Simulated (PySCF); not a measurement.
**C4H8FNSi2: a tour of settings**

Which settings matter for C4H8FNSi2 (`C#C[Si@@H]1C[C@@H](F)[SiH2]N1`), and how do bad ones show?

The runs use PySCF 2.14.0, with density-fitted response routines of our own; the level of theory stands in each step. All values are computed, except where a source is named. Atoms are numbered from 0 throughout.

## (1) Starting geometry

16 atoms, charge 0, multiplicity 1; geometry from: GFN2-xTB.

Bonds of the start (Å): C0–C1 1.20, C1–Si2 1.85, Si2–C3 1.90, C3–C4 1.52, C4–F5 1.40, C4–Si6 1.92, Si6–N7 1.73, N7–Si2 1.74, C0–H8 1.05, Si2–H9 1.47, C3–H10 1.09, C3–H11 1.09, C4–H12 1.10, Si6–H13 1.46, Si6–H14 1.46, N7–H15 1.00.

## (2) Shielding tensors: PBE0/pcSseg-1

The job: settings as JSON, then the geometry in Å.

```
{"job": {"kind": "nmr", "xc": "PBE0", "basis": "pcSseg-1"}, "charge": 0, "multiplicity": 1}
C      2.720325    -1.716362     1.265537
C      1.820833    -0.919507     1.220207
Si     0.436470     0.313208     1.159580
C     -1.192030    -0.496003     0.610984
C     -1.253838    -0.441782    -0.910226
F     -2.575748    -0.579700    -1.338043
Si    -0.473370     1.194013    -1.542785
N      0.604019     1.384834    -0.201766
H      3.504954    -2.417222     1.301537
H      0.374327     1.063014     2.416755
H     -1.317226    -1.516736     0.972190
H     -2.030309     0.082365     1.002208
H     -0.734384    -1.309262    -1.334629
H      0.260806     1.008535    -2.795323
H     -1.467530     2.264663    -1.625737
H      1.315101     2.094886    -0.211901
```

With the program's defaults for keys left out, this is: GIAO PBE0/pcSseg-1 NMR shielding, non-relativistic, gas phase.

Started as:

```sh
> OMP_NUM_THREADS=1 python probes_run.py task.json out
```

This one command runs all jobs of the session in turn.

The log of the run:

```text
coarse grid: 14704 points
cycle   1  E = -890.0104234299  dE =  8.985e-01  |g| = 6.987e-01  |ddm| = 3.784e+00
cycle   2  E = -889.9504455073  dE =  5.998e-02  |g| = 9.105e-01  |ddm| = 1.326e+00
cycle   3  E = -890.1071924664  dE = -1.567e-01  |g| = 1.152e-01  |ddm| = 7.746e-01
cycle   4  E = -890.1095613360  dE = -2.369e-03  |g| = 5.720e-02  |ddm| = 1.357e-01
cycle   5  E = -890.1102391874  dE = -6.779e-04  |g| = 2.559e-02  |ddm| = 5.146e-02
cycle   6  E = -890.1103938849  dE = -1.547e-04  |g| = 4.511e-03  |ddm| = 2.059e-02
cycle   7  E = -890.1103982309  dE = -4.346e-06  |g| = 1.294e-03  |ddm| = 4.403e-03
final grid: 134256 points
cycle   8  E = -890.1622298636  dE = -3.393e-05  |g| = 7.642e-03  |ddm| = 3.065e-02
cycle   9  E = -890.1622174170  dE =  1.245e-05  |g| = 1.087e-02  |ddm| = 1.496e-02
cycle  10  E = -890.1622434306  dE = -2.601e-05  |g| = 1.266e-03  |ddm| = 8.557e-03
cycle  11  E = -890.1622436997  dE = -2.691e-07  |g| = 5.544e-04  |ddm| = 1.253e-03
cycle  12  E = -890.1622437666  dE = -6.690e-08  |g| = 2.184e-04  |ddm| = 4.798e-04
cycle  13  E = -890.1622437774  dE = -1.076e-08  |g| = 3.594e-05  |ddm| = 1.642e-04
cycle  14  E = -890.1622437776  dE = -2.528e-10  |g| = 1.169e-05  |ddm| = 4.638e-05
converged SCF energy = -890.1622437776

GIAO shielding tensors (ppm)
atom      isotropic    diamagn.    paramagn.     s11        s22        s33       span
  0 C       84.479     261.435    -176.956      2.258      8.665    242.513    240.255
  1 C       95.712     259.979    -164.267     -4.136     -0.001    291.272    295.408
  2 Si     383.616     879.918    -496.302    342.695    378.715    429.439     86.744
  3 C      164.909     254.519     -89.610    142.965    171.272    180.489     37.524
  4 C       96.867     249.102    -152.236     43.973     76.546    170.081    126.109
  5 F      413.993     471.754     -57.761    360.312    406.173    475.493    115.181
  6 Si     378.184     879.756    -501.572    348.477    367.120    418.955     70.478
  7 N      247.980     325.201     -77.221    221.644    236.104    286.192     64.549
  8 H       29.716      33.364      -3.648     24.707     24.874     39.565     14.858
  9 H       26.489      27.566      -1.077     22.618     24.474     32.374      9.757
 10 H       29.750      30.646      -0.896     26.319     27.089     35.841      9.522
 11 H       30.123      30.824      -0.701     26.586     28.021     35.763      9.176
 12 H       26.023      31.367      -5.344     22.731     27.264     28.074      5.344
 13 H       26.688      28.702      -2.014     23.281     24.372     32.410      9.130
 14 H       26.794      28.448      -1.654     23.502     24.273     32.605      9.103
 15 H       31.846      30.815       1.032     22.927     28.048     44.564     21.637
```

It took 33 s on 1 thread, shared host.

Shifts follow as δ = σ(reference) − σ, with reference shieldings (ppm) from runs at the same level and on the same kind of geometry: ¹H TMS 31.72, ¹³C TMS 186.9, ²⁹Si TMS 349.2, ¹⁹F CFCl3 170.9, ¹⁵N NH3 267.7. The references are single molecules in the gas phase, so shifts against H2O, NH3, PH3, H3PO4 or CFCl3 are not on the usual liquid scales and can be off by tens of ppm.

```csv
atoms,environment,σ (ppm),δ (ppm),δ scaled to CDCl3
C0,terminal alkyne carbon,84.5,102.4,98.1
C1,alkyne carbon,95.7,91.2,87.1
C4,sp3 CH bonded to F and Si,96.9,90.1,86.0
C3,sp3 CH2 bonded to Si,164.9,22.0,19.6
H12,hydrogen on an sp3 CH bonded to F and Si,26.02,5.69,5.47
H9,"hydrogen on a silicon bonded to 2 C, N, in a 5-membered ring",26.49,5.23,–
H13,"hydrogen on a silicon bonded to C, N, in a 5-membered ring",26.69,5.03,–
H14,"hydrogen on a silicon bonded to C, N, in a 5-membered ring",26.79,4.92,–
H8,hydrogen on a terminal alkyne carbon,29.72,2.00,1.99
H10,hydrogen on an sp3 CH2 bonded to Si,29.75,1.97,1.96
H11,hydrogen on an sp3 CH2 bonded to Si,30.12,1.59,1.61
H15,"hydrogen on a nitrogen bonded to 2 Si, in a 5-membered ring",31.85,-0.13,–
Si6,"silicon bonded to C, N, 2 H, in a 5-membered ring",378.2,-29.0,–
Si2,"silicon bonded to 2 C, N, H, in a 5-membered ring",383.6,-34.5,–
F5,fluorine on an sp3 carbon,414.0,-243.0,–
N7,"nitrogen bonded to 2 Si, H, in a 5-membered ring",248.0,19.7,–
```

The scaled column applies a straight-line fit of computed shieldings to shifts measured in CDCl3, and one for carbons that bear F (root-mean-square error 0.16 ppm for H, 1.9 ppm for C).

The run also stored atomic charges by several schemes (e):

```csv
atoms,Mulliken,IAO,Hirshfeld,ESP fit
C0,-0.21,-0.19,-0.09,-0.33
C1,-0.17,-0.35,-0.16,-0.17
Si2,0.96,1.04,0.42,0.58
C3,-0.55,-0.56,-0.17,-0.41
C4,-0.07,-0.08,-0.02,0.19
F5,-0.35,-0.34,-0.14,-0.29
Si6,0.78,0.89,0.37,0.50
N7,-0.83,-0.94,-0.33,-0.81
```

Mayer bond orders: C0–C1 2.54, C1–Si2 0.87, Si2–C3 0.90, C3–C4 1.02, C4–F5 0.83, C4–Si6 0.88, Si6–N7 0.98, N7–Si2 0.98.

Ring of atoms Si2, C3, C4, Si6, N7: NICS(0) -5.7, NICS(1) -3.2, NICS(1)zz -0.6 ppm (means of both faces).

## (3) Excited states and response: PBE0/def2-SVPD

Same as in step 2 but for these lines:

```diff
@@ -1,2 +1,2 @@
-{"job": {"kind": "nmr", "xc": "PBE0", "basis": "pcSseg-1"}, "charge": 0, "multiplicity": 1}
+{"job": {"kind": "uv", "xc": "PBE0", "basis": "def2-SVPD", "nstates": 6, "ntriplets": 2}, "charge": 0, "multiplicity": 1}
 C      2.720325    -1.716362     1.265537
```

With the program's defaults for keys left out, this is: TDDFT PBE0/def2-SVPD, vertical, gas phase, core orbitals frozen in the response.

The log of the run:

```text
coarse grid: 14704 points
cycle   1  E = -889.6180219199  dE =  8.417e-01  |g| = 6.528e-01  |ddm| = 8.302e+00
cycle   2  E = -889.5530085779  dE =  6.501e-02  |g| = 8.690e-01  |ddm| = 2.278e+00
cycle   3  E = -889.7079742706  dE = -1.550e-01  |g| = 1.175e-01  |ddm| = 9.716e-01
cycle   4  E = -889.7105503855  dE = -2.576e-03  |g| = 5.867e-02  |ddm| = 2.414e-01
cycle   5  E = -889.7113048615  dE = -7.545e-04  |g| = 2.493e-02  |ddm| = 9.171e-02
cycle   6  E = -889.7114562985  dE = -1.514e-04  |g| = 4.198e-03  |ddm| = 3.644e-02
cycle   7  E = -889.7114603292  dE = -4.031e-06  |g| = 1.219e-03  |ddm| = 9.485e-03
final grid: 134256 points
cycle   8  E = -889.8239462741  dE = -3.097e-05  |g| = 7.819e-03  |ddm| = 1.268e-01
cycle   9  E = -889.8239315010  dE =  1.477e-05  |g| = 1.140e-02  |ddm| = 2.353e-02
cycle  10  E = -889.8239608146  dE = -2.931e-05  |g| = 1.252e-03  |ddm| = 1.350e-02
cycle  11  E = -889.8239611319  dE = -3.173e-07  |g| = 4.564e-04  |ddm| = 2.110e-03
cycle  12  E = -889.8239611775  dE = -4.559e-08  |g| = 1.996e-04  |ddm| = 7.921e-04
cycle  13  E = -889.8239611869  dE = -9.376e-09  |g| = 3.679e-05  |ddm| = 2.863e-04
cycle  14  E = -889.8239611872  dE = -3.172e-10  |g| = 1.182e-05  |ddm| = 8.272e-05
converged SCF energy = -889.8239611872

Static polarisability (au): isotropic 99.994, principal 88.227 90.910 120.844

Singlet excitations
state   eV       nm        f      main configurations
  1   5.8171    213.1   0.01532   H->L 0.94
  2   6.0243    205.8   0.00213   H-1->L 0.31, H-2->L 0.30
  3   6.2295    199.0   0.00177   H->L+1 0.61, H-3->L+1 0.17, H-1->L 0.09
  4   6.3736    194.5   0.00312   H-3->L 0.43, H-2->L+1 0.22, H-1->L+1 0.17
  5   6.6049    187.7   0.00307   H-3->L+1 0.52, H->L+1 0.27
  6   6.6812    185.6   0.00766   H-1->L 0.49, H-2->L 0.39

Triplet excitations (Tamm-Dancoff, eV): 4.9342 5.3886
```

Run time: 53 s. Hardware: 1 thread, shared host.

The orbitals next to the gap, with their largest atomic shares:

```csv
orbital,eV,atoms
HOMO−3,-8.52,"C1 40 %, C0 39 %, Si2 6 %"
HOMO−2,-8.35,"C0 23 %, C1 23 %, F5 12 %"
HOMO−1,-8.20,"C4 18 %, F5 14 %, Si6 12 %"
HOMO,-7.60,"N7 53 %, Si6 12 %, H14 7 %"
LUMO,-0.52,"Si2 19 %, C0 19 %, C1 19 %"
LUMO+1,-0.08,"C0 27 %, C1 25 %, Si2 18 %"
LUMO+2,0.42,"Si6 22 %, Si2 12 %, C0 12 %"
```

With each of the 6 states as a Gaussian band of 0.4 eV half-width at 1/e, the curve within the window shown has maxima at 211 nm (ε 750), 192 nm (ε 580) L/(mol cm). Beyond the last state computed it falls off for lack of states. The curve at chosen wavelengths:

nm, ε (L/mol/cm) and a bar:
```
      178        243 ########
      180        326 ###########
      183        445 #################
      185        508 ###################
      188        565 ######################
      190        580 #######################
      192        583 #######################
      195        580 #######################
      197        583 #######################
      200        608 ########################
      202        637 #########################
      204        672 ###########################
      207        723 #############################
      209        745 ##############################
      212        749 ##############################
      214        728 #############################
      216        688 ###########################
      219        600 #######################
      221        529 ####################
      224        417 ###############
      226        344 ############
      228        277 #########
      231        192 #####
      233        146 ###
      236         93 #
      238         68
```

Ground-state properties from the same run:

```csv
property,computed
dipole moment (D),2.27
polarisability (Å³),14.82
HOMO–LUMO gap (eV),7.08
−ε(HOMO) (eV),7.60
```

## (4) Spin-spin couplings: r2SCAN/cc-pVDZ-PP

Same as in step 3 but for these lines:

```diff
@@ -1,2 +1,2 @@
-{"job": {"kind": "uv", "xc": "PBE0", "basis": "def2-SVPD", "nstates": 6, "ntriplets": 2}, "charge": 0, "multiplicity": 1}
+{"job": {"kind": "j", "xc": "r2SCAN", "basis": "cc-pVDZ-PP", "scf": {"aux": "cc-pvdz-ri", "max_cycle": 74}}, "charge": 0, "multiplicity": 1}
 C      2.720325    -1.716362     1.265537
```

Level: r2SCAN/cc-pVDZ-PP.

The log of the run:

```text
KeyError: 'Element c (Z=6) not found in basis cc-pVDZ-PP version 0'
```

Why it failed: The basis cc-pVDZ-PP has no functions for an element of the molecule, so the input was refused before any integral. The remedy is to choose a basis that covers all elements.

## (5) Shielding tensors: KT2/pcSseg-1 in chloroform

Same as in step 4 but for these lines:

```diff
@@ -1,2 +1,2 @@
-{"job": {"kind": "j", "xc": "r2SCAN", "basis": "cc-pVDZ-PP", "scf": {"aux": "cc-pvdz-ri", "max_cycle": 74}}, "charge": 0, "multiplicity": 1}
+{"job": {"kind": "nmr", "xc": "KT2", "basis": "pcSseg-1", "solvent": "chloroform", "pop": false, "scf": {"level_shift": 0.3}}, "charge": 0, "multiplicity": 1}
 C      2.720325    -1.716362     1.265537
```

With the program's defaults for keys left out, this is: GIAO KT2/pcSseg-1 NMR shielding, non-relativistic, IEF-PCM chloroform.

The log of the run:

```text
final grid: 134256 points
cycle   1  E = -900.6581416916  dE =  8.202e-01  |g| = 8.118e-01  |ddm| = 3.692e+00
cycle   2  E = -900.6820375017  dE = -2.390e-02  |g| = 8.627e-01  |ddm| = 1.074e+00
cycle   3  E = -900.7902917253  dE = -1.083e-01  |g| = 2.093e-01  |ddm| = 3.504e-01
cycle   4  E = -900.7996315178  dE = -9.340e-03  |g| = 5.510e-02  |ddm| = 1.417e-01
cycle   5  E = -900.8001665714  dE = -5.351e-04  |g| = 1.352e-02  |ddm| = 5.689e-02
cycle   6  E = -900.8002093471  dE = -4.278e-05  |g| = 5.172e-03  |ddm| = 1.729e-02
cycle   7  E = -900.8002143993  dE = -5.052e-06  |g| = 1.623e-03  |ddm| = 5.003e-03
cycle   8  E = -900.8002150468  dE = -6.475e-07  |g| = 4.901e-04  |ddm| = 1.916e-03
cycle   9  E = -900.8002151485  dE = -1.017e-07  |g| = 1.276e-04  |ddm| = 8.570e-04
cycle  10  E = -900.8002151658  dE = -1.733e-08  |g| = 6.535e-05  |ddm| = 4.012e-04
cycle  11  E = -900.8002151707  dE = -4.908e-09  |g| = 4.805e-05  |ddm| = 1.998e-04
cycle  12  E = -900.8002151726  dE = -1.818e-09  |g| = 2.401e-05  |ddm| = 1.070e-04
cycle  13  E = -900.8002151731  dE = -5.732e-10  |g| = 1.180e-05  |ddm| = 5.949e-05
level shift removed, Fock matrix diagonalised once more
converged SCF energy = -900.8002151731

GIAO shielding tensors (ppm)
atom      isotropic    diamagn.    paramagn.     s11        s22        s33       span
  0 C       91.687     259.006    -167.319     14.576     21.501    238.984    224.408
  1 C      103.117     257.888    -154.771      8.844     13.381    287.126    278.282
  2 Si     394.140     883.887    -489.747    348.477    389.484    444.459     95.982
  3 C      161.951     255.164     -93.213    139.150    168.412    178.289     39.139
  4 C       92.955     250.136    -157.181     39.286     73.663    165.916    126.629
  5 F      398.577     473.222     -74.645    340.105    397.894    457.731    117.626
  6 Si     389.931     882.953    -493.023    359.588    377.577    432.627     73.039
  7 N      243.655     324.774     -81.119    215.928    231.850    283.188     67.260
  8 H       29.056      33.726      -4.669     23.984     24.182     39.002     15.017
  9 H       26.139      27.629      -1.490     22.218     24.199     32.001      9.783
 10 H       29.484      30.633      -1.149     26.305     26.874     35.272      8.968
 11 H       29.876      30.828      -0.951     26.580     27.841     35.208      8.628
 12 H       25.535      31.393      -5.858     22.324     26.549     27.732      5.407
 13 H       26.470      28.767      -2.297     23.034     24.232     32.145      9.111
 14 H       26.609      28.583      -1.974     23.263     24.151     32.413      9.151
 15 H       31.219      30.488       0.731     22.359     27.568     43.729     21.370
```

Run time: 30 s. Hardware: 1 thread, shared host.

In short: δ C0 94.5, C4 93.3, C1 83.1, C3 24.3, H12 6.07, H9 5.46 ppm.

## (6) Ultraviolet spectrum: LC-wPBE/STO-3G in benzene

Same as in step 5 but for these lines:

```diff
@@ -1,2 +1,2 @@
-{"job": {"kind": "nmr", "xc": "KT2", "basis": "pcSseg-1", "solvent": "chloroform", "pop": false, "scf": {"level_shift": 0.3}}, "charge": 0, "multiplicity": 1}
+{"job": {"kind": "uv", "xc": "LC-wPBE", "basis": "STO-3G", "solvent": "benzene", "nstates": 3, "ntriplets": 0, "tda": false, "grid": 1}, "charge": 0, "multiplicity": 1}
 C      2.720325    -1.716362     1.265537
```

Method: TDDFT LC-wPBE/STO-3G, vertical, IEF-PCM benzene (non-equilibrium linear response), core orbitals frozen in the response.

The log of the run:

```text
final grid: 63744 points
cycle   1  E = -879.4935216699  dE =  1.010e+00  |g| = 5.845e-01  |ddm| = 5.186e+00
cycle   2  E = -879.5882280179  dE = -9.471e-02  |g| = 3.608e-01  |ddm| = 1.338e+00
cycle   3  E = -879.6248984928  dE = -3.667e-02  |g| = 5.610e-02  |ddm| = 4.907e-01
cycle   4  E = -879.6255563879  dE = -6.579e-04  |g| = 4.082e-02  |ddm| = 1.001e-01
cycle   5  E = -879.6259981114  dE = -4.417e-04  |g| = 5.671e-03  |ddm| = 4.683e-02
cycle   6  E = -879.6260101254  dE = -1.201e-05  |g| = 8.133e-04  |ddm| = 9.884e-03
cycle   7  E = -879.6260104567  dE = -3.313e-07  |g| = 2.710e-04  |ddm| = 1.784e-03
cycle   8  E = -879.6260104621  dE = -5.406e-09  |g| = 6.454e-05  |ddm| = 5.996e-04
cycle   9  E = -879.6260104645  dE = -2.429e-09  |g| = 1.385e-05  |ddm| = 1.524e-04
cycle  10  E = -879.6260104647  dE = -1.869e-10  |g| = 6.148e-06  |ddm| = 4.056e-05
converged SCF energy = -879.6260104647

Static polarisability (au): isotropic 48.687, principal 39.905 40.320 65.837

Singlet excitations
state   eV       nm        f      main configurations
  1   8.0046    154.9   0.00030   H-4->L 0.26, H-3->L 0.25, H-4->L+1 0.15
  2   8.2629    150.0   0.00292   H->L 0.79, H->L+2 0.09
  3   8.6459    143.4   0.00315   H-4->L+1 0.49, H-3->L 0.33
```

It took 8 s on 1 thread, shared host.

In short: HOMO -6.44 eV, LUMO 7.08 eV; lowest singlet 8.00 eV.

## (7) Run by run: NMR shifts

Shifts (ppm) of some atoms, chosen among heavy atoms and hydrogens apart, with basis size and wall time:

```csv
run,C0,C1,C4,H8,H15,Si6,Si2,functions,time
PBE0/pcSseg-1,102.4,91.2,90.1,2.00,-0.13,-29.0,-34.5,190,33 s
KT2/pcSseg-1 in chloroform,94.5,83.1,93.3,2.55,0.39,-32.7,-36.9,190,30 s
```

## (8) Run by run: electronic excitations

Excitations and ground-state properties, with basis size and wall time:

```csv
run,lowest singlet (eV),brightest (eV),f,gap (eV),α (Å³),μ (D),functions,time
PBE0/def2-SVPD,5.82,5.82,0.015,7.08,14.82,2.27,235,53 s
LC-wPBE/STO-3G in benzene,8.00,8.65,0.003,13.52,7.21,1.29,56,8 s
```

## (9) What came out

| quantity | value |
| --- | --- |
| ¹³C shifts against TMS (PBE0/pcSseg-1) | 102.4, 91.2, 90.1, 22.0 ppm |
| ¹H shifts against TMS (PBE0/pcSseg-1) | 5.69, 5.23, 5.03, 4.92, 2.00, 1.97, 1.59, -0.13 ppm |
| ²⁹Si shifts against TMS (PBE0/pcSseg-1) | -29.0, -34.5 ppm |
| ¹⁹F shifts against CFCl3 (PBE0/pcSseg-1) | -243.0 ppm |
| ¹⁵N shifts against NH3 (PBE0/pcSseg-1) | 19.7 ppm |
| lowest singlet (PBE0/def2-SVPD) | 5.82 eV (213 nm), f = 0.015 |
| lowest triplet | 4.93 eV |
| range of the shift of C1 | 83.1 to 91.2 ppm |
| range of the lowest singlet | 5.82 to 8.00 eV |
| property runs in this session | 5, of which 1 failed and 1 gave unsound results |

Single values in the summary come from the first run of each kind that ended normally (PBE0/pcSseg-1; PBE0/def2-SVPD), which need not be the best level. The most deshielded hydrogen is H12 (hydrogen on an sp3 CH bonded to F and Si), at 5.69 ppm: its carbon carries F, which withdraws density. At PBE0/pcSseg-1: Shielding is most anisotropic at C1 (span 295 ppm, paramagnetic term -164 ppm). The lowest singlet, at 5.82 eV, is HOMO→LUMO 0.94 and is weak. The lowest triplet lies 0.88 eV below the lowest singlet (triplets in Tamm-Dancoff, singlets in full TDDFT). Among the atoms with a shift in every run: In ppm, C1 moves most: its shift spreads over 8.1 ppm, from 83.1 (KT2/pcSseg-1 in chloroform) to 91.2 (PBE0/pcSseg-1). The lowest singlet runs from 5.82 eV (PBE0/def2-SVPD) to 8.00 eV (LC-wPBE/STO-3G in benzene), while the orbital gap spans 7.08 to 13.52 eV. A minimal basis can't describe excited states, so its value is no measure of the functional. The lowest state need not be the same one in every run. The runs solved for a few states only, so the brightest column depends on that window.
